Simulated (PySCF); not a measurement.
# [Sr2F]+: triplet, from a bent start

The task is one start of a wider search on [Sr2F]+: the triplet, from a bent start. It is relaxed, tested by its Hessian and followed downhill if it is a saddle.

Computed with PySCF 2.14.0. Level: PBE0, basis F def2-TZVP, Sr def2-TZVP with ECP28, scalar-relativistic core potentials, no spin–orbit coupling, density fitting.

### 1 Starting geometry

3 atoms, charge 1, spin multiplicity 3.

Bond lengths: F1–Sr2 2.440 Å, F1–Sr3 2.440 Å. Angles: Sr2–F1–Sr3 110.0°.

Z-matrix (Å, degrees; charge 1 multiplicity 3):
```
F
Sr 1 2.4402
Sr 1 2.4402 2 110.00
```

### 2 First SCF at the start

One driver script runs all steps and calls PySCF; scf.py shows how it sets up the SCF of each step. The optimiser is the driver's own. After this first run the driver tries any further starts and a stability analysis.

scf.py

```python
from pyscf import gto, scf, dft
mol = gto.M(atom='''
F      0.000000     0.000000     0.000000
Sr     1.998900     0.000000     1.399600
Sr    -1.998900     0.000000     1.399600''',
    basis={'F': 'def2-TZVP', 'Sr': 'def2-TZVP'},
    ecp={'Sr': 'def2-TZVP'},
    charge=1, spin=2)
mf = dft.UKS(mol, xc='PBE0')
mf.grids.atom_grid = (50, 194)
aux = {'F': 'def2-universal-JKFIT', 'Sr': 'def2-universal-JKFIT'}
mf = mf.density_fit(auxbasis=aux)
mf.conv_tol = 1e-08
mf.diis_space = 10
mf.max_cycle = 60
mf.init_guess = 'minao'
mf.verbose = 4
mf.kernel()
```

On the command line:

```bash
$ OMP_NUM_THREADS=2 python axn.py task.json out
```

What it wrote:

```text
init E= -157.889330065394
[... the frontier-level lines of each cycle are left out ...]
cycle= 1 E= -160.938849460379  delta_E= -3.05  |g|= 0.567  |ddm|= 2.68
cycle= 2 E= -160.487324518158  delta_E= 0.452  |g|=  1.3  |ddm|= 1.51
cycle= 3 E= -161.075454768056  delta_E= -0.588  |g|= 0.106  |ddm|= 0.709
cycle= 4 E= -161.080448577086  delta_E= -0.00499  |g|= 0.0289  |ddm|= 0.191
cycle= 5 E= -161.080836740674  delta_E= -0.000388  |g|= 0.00988  |ddm|= 0.0592
cycle= 6 E= -161.080897375783  delta_E= -6.06e-05  |g|= 0.00165  |ddm|= 0.0217
cycle= 7 E= -161.080903972177  delta_E= -6.6e-06  |g|= 0.000787  |ddm|= 0.0138
cycle= 8 E= -161.080905037046  delta_E= -1.06e-06  |g|= 0.000321  |ddm|= 0.00511
cycle= 9 E= -161.080905495327  delta_E= -4.58e-07  |g|= 0.0001  |ddm|= 0.0048
cycle= 10 E= -161.080905586901  delta_E= -9.16e-08  |g|= 2.33e-05  |ddm|= 0.00258
cycle= 11 E= -161.080905591151  delta_E= -4.25e-09  |g|= 4.75e-06  |ddm|= 0.00053
Extra cycle  E= -161.080905591234  delta_E= -8.26e-11  |g|= 3.26e-06  |ddm|= 2.96e-05
converged SCF energy = -161.080905591234  <S^2> = 2.0003801  2S+1 = 3.0002534
```

This step, with its further starts and checks, ran for 11 s (2 threads of Arm Neoverse V2, shared host).

The starts that the driver tried:

| start | energy (Eh) |
| --- | --- |
| the minimal-basis guess | -161.080906 |
| a thermally smeared density | -161.080906 |
| a smeared PBE density | -161.080906 |

No lower solution of this spin turned up from the other starts or in the test of internal stability.

### 3 Relaxation: bent start, triplet

The program finds C2v symmetry in the start, which this walk keeps. The walk stops when the largest gradient is under 0.0003 Eh/bohr and the energy has settled too.

scf.py, as its differences from that of step 2:

```diff
@@ -3,3 +3,3 @@
-F      0.000000     0.000000     0.000000
-Sr     1.998900     0.000000     1.399600
-Sr    -1.998900     0.000000     1.399600''',
+F      0.000000     0.000000    -1.263107
+Sr     1.998900     0.000000     0.136493
+Sr    -1.998900     0.000000     0.136493''',
@@ -16 +15,0 @@
-mf.init_guess = 'minao'
```

Energy and gradient, step by step:

| step | energy (Eh) | change (kJ/mol) | largest symmetric gradient (Eh/bohr) |
| --- | --- | --- | --- |
| 0 | -161.080906 | 0.00 | 0.03059 |
| 1 | -161.087303 | -16.80 | 0.02303 |
| 2 | -161.095039 | -37.11 | 0.00601 |
| 3 | -161.096828 | -41.80 | 0.00761 |
| 4 | -161.099892 | -49.85 | 0.00715 |
| 5 | -161.102080 | -55.59 | 0.00523 |
| 6 | -161.102189 | -55.88 | 0.00188 |
| 7 | -161.102292 | -56.15 | 0.00190 |
| 8 | -161.102505 | -56.71 | 0.00213 |
| 9 | -161.102565 | -56.87 | 0.00095 |
| 10 | -161.102579 | -56.90 | 0.00003 |

The walk took 21 s.

Geometry (Å) and forces (eV/Å) at some steps:

```
step 0
F    0.000   0.000  -1.263   0.000   0.000   1.573
Sr   1.999   0.000   0.136  -0.439   0.000  -0.786
Sr  -1.999   0.000   0.136   0.439   0.000  -0.786
step 1
F    0.000   0.000  -1.174   0.000   0.000   1.184
Sr   2.014   0.000   0.092  -0.333   0.000  -0.592
Sr  -2.014   0.000   0.092   0.333   0.000  -0.592
step 5
F    0.000   0.000  -0.408   0.000   0.000   0.080
Sr   2.293   0.000  -0.291  -0.269   0.000  -0.040
Sr  -2.293   0.000  -0.291   0.269   0.000  -0.040
step 10
F    0.000   0.000  -0.332   0.000   0.000   0.002
Sr   2.261   0.000  -0.329   0.002   0.000  -0.001
Sr  -2.261   0.000  -0.329  -0.002   0.000  -0.001
```

It settles in D∞h symmetry, 56.9 kJ/mol below the start, after 10 steps: F–Sr 2.261 Å (×2); Sr–F–Sr 179.8°.

### 4 Hessian and properties

On the finer grid the gradient is checked again; gradients at displacements of ±0.02 bohr then give force constants and infrared intensities.

scf.py, as its differences from that of step 3:

```diff
@@ -3,3 +3,3 @@
-F      0.000000     0.000000    -1.263107
-Sr     1.998900     0.000000     0.136493
-Sr    -1.998900     0.000000     0.136493''',
+F     -0.000000    -0.000000     0.000000
+Sr     2.260960    -0.000000     0.000000
+Sr    -2.260960     0.000000     0.000000''',
@@ -10 +10 @@
-mf.grids.atom_grid = (50, 194)
+mf.grids.atom_grid = (75, 302)
@@ -13 +13 @@
-mf.conv_tol = 1e-08
+mf.conv_tol = 1e-10
```

This SCF starts from the last density.

Log of the central SCF (cycles and frontier levels):

```text
init E= -161.10252175416
[... the frontier-level lines of each cycle are left out ...]
cycle= 1 E= -161.10252175416  delta_E= 5.68e-14  |g|= 2.65e-07  |ddm|= 1.75e-06
Extra cycle  E= -161.102521754161  delta_E= -5.68e-13  |g|= 3.7e-07  |ddm|= 1.04e-06
converged SCF energy = -161.102521754161  <S^2> = 2.0003891  2S+1 = 3.0002594
```

The whole step took 21 s.

Geometry: D∞h; F–Sr 2.261 Å (×2); Sr–F–Sr 180.0°.

Modes, for the most abundant isotopes:

| symmetry | ω (cm⁻¹) | IR (km/mol) |
| --- | --- | --- |
| πu | 82 | 1.4 |
| σg+ | 160 | 0.0 |
| σu+ | 439 | 137 |

Every mode is real; the point is a minimum.

Properties at this point:

```yaml
Dipole_moment_about_the_centre_of_mass: 0.00 D
Highest_occupied_level: -7.28 eV
Lowest_empty_level: -5.49 eV
Rotational_constants: 0.01876 cm⁻¹
Zero-point_energy: 4.6 kJ/mol
Principal_polarisabilities: 229.4, 272.4, 272.4 bohr³
Principal_traceless_quadrupole_moments_about_the_centre_of_mass: -17.76, -17.76, 35.52 D Å
Entropy_at_298.15_K_and_1_bar_electronic_part_spin_only: 309.9 J/(mol K)
Heat_capacity_Cp_at_298.15_K: 59.2 J/(mol K)
Enthalpy_at_298.15_K_above_0_K: 15.08 kJ/mol
Rotational_symmetry_number: 2
Spin_squared_⟨S²⟩: 2.000
```

Populations by atom (charges in e):

```json
{"atom": "F1", "Mulliken": "-0.76", "Löwdin": "-0.47", "polar tensor": "-0.49", "spin (Mulliken)": "-0.01", "Mayer order to F1": "–"}
{"atom": "Sr2,3", "Mulliken": "0.88", "Löwdin": "0.74", "polar tensor": "0.75", "spin (Mulliken)": "1.00", "Mayer order to F1": "0.20"}
```

Outer orbital energies (eV). α occupied: -28.81, -28.81, -28.34, -15.65, -15.10, -15.10, -7.63, -7.28; empty: -4.26, -4.26, -4.21, -4.21. β occupied: -28.68, -28.68, -28.67, -28.67, -28.19, -15.61, -15.09, -15.09; empty: -5.49, -5.04, -3.54, -3.54.

Mulliken populations on F1: s 3.98, p 5.78, d 0.00, f 0.00.

### 5 Results

| quantity | value |
| --- | --- |
| minimum | triplet, D∞h |
| geometry | F–Sr 2.261 Å (×2); Sr–F–Sr 180.0° |
| wavenumbers (cm⁻¹) | 82 (πu), 160 (σg+), 439 (σu+) |
| dipole moment (centre of mass) | 0.00 D |
| highest occupied, lowest empty level (either spin) | -7.28, -5.49 eV |
| polar-tensor charge of F1 | -0.49 e |
| zero-point energy | 4.6 kJ/mol |
| entropy at 298.15 K | 309.9 J/(mol K) |
| ⟨S²⟩ | 2.000 |

The bent start (C2v) ends in a minimum of D∞h symmetry. The strongest infrared band lies at 439 cm⁻¹ (σu+). Only this shape and spin were tried, so other structures or states may lie lower.

The search up to here took 53 s.
